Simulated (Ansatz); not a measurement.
Relaxation of a periodic cell of 63 atoms, C (host C, host structure diamond, one C atom removed), to a largest force component of 0.03 eV/Å in at most 60 steps.

These are results of DFT PBE, scalar-relativistic, plane waves, PAW in Ansatz, not measurements. Settings: PAW set soft_1, cutoff 420 eV, k mesh 2x2x2, gaussian smearing 0.05 eV, no spin polarisation.

```xyz
63
Lattice="7.1400 0.0000 0.0000 0.0000 7.1400 0.0000 0.0000 0.0000 7.1400" Properties=species:S:1:pos:R:3
C 3.570 0.000 0.000
C 4.463 0.892 0.892
C 5.355 1.785 0.000
C 6.247 2.678 0.892
C 5.355 0.000 1.785
C 0.000 0.000 0.000
C 0.892 0.892 0.892
C 1.785 1.785 0.000
C 2.678 2.678 0.892
C 3.570 3.570 0.000
C 4.463 4.463 0.892
C 5.355 5.355 0.000
C 6.247 6.247 0.892
C 1.785 0.000 1.785
C 2.678 0.892 2.678
C 3.570 1.785 1.785
C 4.463 2.678 2.678
C 5.355 3.570 1.785
C 6.247 4.463 2.678
C 3.570 0.000 3.570
C 4.463 0.892 4.463
C 6.247 0.892 2.678
C 6.247 2.678 4.463
C 5.355 0.000 5.355
C 6.247 0.892 6.247
C 0.000 3.570 0.000
C 0.892 4.463 0.892
C 1.785 5.355 0.000
C 2.678 6.247 0.892
C 0.000 1.785 1.785
C 0.892 2.678 2.678
C 1.785 3.570 1.785
C 2.678 4.463 2.678
C 3.570 5.355 1.785
C 4.463 6.247 2.678
C 0.000 0.000 3.570
C 0.892 0.892 4.463
C 1.785 1.785 3.570
C 2.678 2.678 4.463
C 3.570 3.570 3.570
C 4.463 4.463 4.463
C 5.355 5.355 3.570
C 6.247 6.247 4.463
C 1.785 0.000 5.355
C 2.678 0.892 6.247
C 3.570 1.785 5.355
C 4.463 2.678 6.247
C 5.355 3.570 5.355
C 6.247 4.463 6.247
C 0.000 5.355 1.785
C 0.892 6.247 2.678
C 0.000 3.570 3.570
C 0.892 4.463 4.463
C 1.785 5.355 3.570
C 2.678 6.247 4.463
C 0.000 1.785 5.355
C 0.892 2.678 6.247
C 1.785 3.570 5.355
C 2.678 4.463 6.247
C 3.570 5.355 5.355
C 4.463 6.247 6.247
C 0.000 5.355 5.355
C 0.892 6.247 6.247
```

**Question.** Where does it end, and by what steps?

**Answer.** The run converged. After 3 steps the energy has fallen by 0.803 eV; C22 moved furthest, 0.12 Å.

```tsv
step	energy less start (eV)	largest force component (eV/Å)	accepted
0	0.0000	1.550	yes
1	-0.6078	0.630	yes
2	-0.7966	0.087	yes
3	-0.8029	0.021	yes
```

```xyz
63
Lattice="7.1400 0.0000 0.0000 0.0000 7.1400 0.0000 0.0000 0.0000 7.1400" Properties=species:S:1:pos:R:3
C 3.571 0.001 0.003
C 4.466 0.896 0.896
C 5.355 1.785 0.000
C 6.244 2.674 0.896
C 5.357 0.012 1.797
C -0.001 0.001 -0.003
C 0.899 0.889 0.886
C 1.785 1.785 0.000
C 2.671 2.681 0.886
C 3.571 3.569 -0.003
C 4.459 4.469 0.886
C 5.355 5.355 0.000
C 6.251 6.241 0.886
C 1.788 0.001 1.786
C 2.681 0.896 2.681
C 3.582 1.787 1.797
C 4.392 2.748 2.607
C 5.353 3.558 1.797
C 6.244 4.459 2.681
C 3.582 0.012 3.572
C 4.392 0.822 4.533
C 6.318 0.822 2.607
C 6.318 2.748 4.533
C 5.353 0.012 5.343
C 6.244 0.896 6.244
C -0.001 3.569 0.003
C 0.892 4.462 0.893
C 1.785 5.355 0.000
C 2.678 6.248 0.893
C -0.012 1.783 1.797
C 0.889 2.674 2.681
C 1.782 3.569 1.786
C 2.671 4.469 2.674
C 3.571 5.358 1.786
C 4.466 6.251 2.681
C -0.012 0.012 3.568
C 0.889 0.896 4.459
C 1.785 1.785 3.570
C 2.681 2.674 4.459
C 3.582 3.558 3.568
C 4.466 4.459 4.459
C 5.355 5.355 3.570
C 6.244 6.251 4.459
C 1.782 0.001 5.354
C 2.671 0.889 6.254
C 3.582 1.783 5.343
C 4.466 2.674 6.244
C 5.357 3.558 5.343
C 6.251 4.469 6.254
C -0.001 5.352 1.786
C 0.899 6.241 2.674
C -0.012 3.558 3.572
C 0.899 4.469 4.466
C 1.785 5.355 3.570
C 2.671 6.241 4.466
C -0.012 1.787 5.343
C 0.899 2.681 6.254
C 1.788 3.569 5.354
C 2.678 4.462 6.247
C 3.571 5.352 5.354
C 4.459 6.241 6.254
C -0.001 5.358 5.354
C 0.892 6.248 6.247
```

Whether the end is a true minimum wasn't checked by a vibrational analysis.

The run took 15 s on 4 threads of Arm Neoverse V1, on a shared host, peak memory 1.5 GiB.
